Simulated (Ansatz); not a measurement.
## ZnCdO2: equation of state with PBE

Crystal: ZnCdO2.

```
CELL_PARAMETERS angstrom
3.44643 0.00000 0.00000
-1.72322 2.98470 0.00000
0.00000 0.00000 5.70527
ATOMIC_POSITIONS crystal
Cd 0.66667 0.33333 0.49044
Zn 0.00000 0.00000 0.99694
O 0.00000 0.00000 0.65063
O 0.66667 0.33333 0.09799
```

The cell comes from a database or a generator and needn't be the stable form of this composition.

```json
{"Program": "Ansatz 0.2.0", "Task": "equation of state", "Functional": "PBE", "Potentials or basis": "Ansatz PAW", "Cutoff": "420 eV", "Density cutoff": "1680 eV", "k mesh": "9 × 9 × 5", "Occupations": "fermi-dirac, width 0.05 eV", "Spin": "no spin polarisation"}
```

```
Equilibrium volume                        : 14.49 Å³/atom
Bulk modulus at fixed shape and positions : 109 GPa
Pressure derivative of the bulk modulus   : 4.6
```

Energy against volume, from the lowest point:
| volume (Å³/atom) | energy (meV/atom) |
| --- | --- |
| 13.792 | 12.21 |
| 14.085 | 3.76 |
| 14.378 | 0.00 |
| 14.672 | 0.47 |
| 14.965 | 4.72 |
| 15.259 | 12.28 |
| 15.552 | 22.88 |

All runs of the series together: 30 s on 2 threads of Arm Neoverse V1, with other jobs on the host.

Caveat: the cell was scaled at fixed shape and fractional positions, which overstates the stiffness of a crystal with free parameters, most of all of layers and chains.
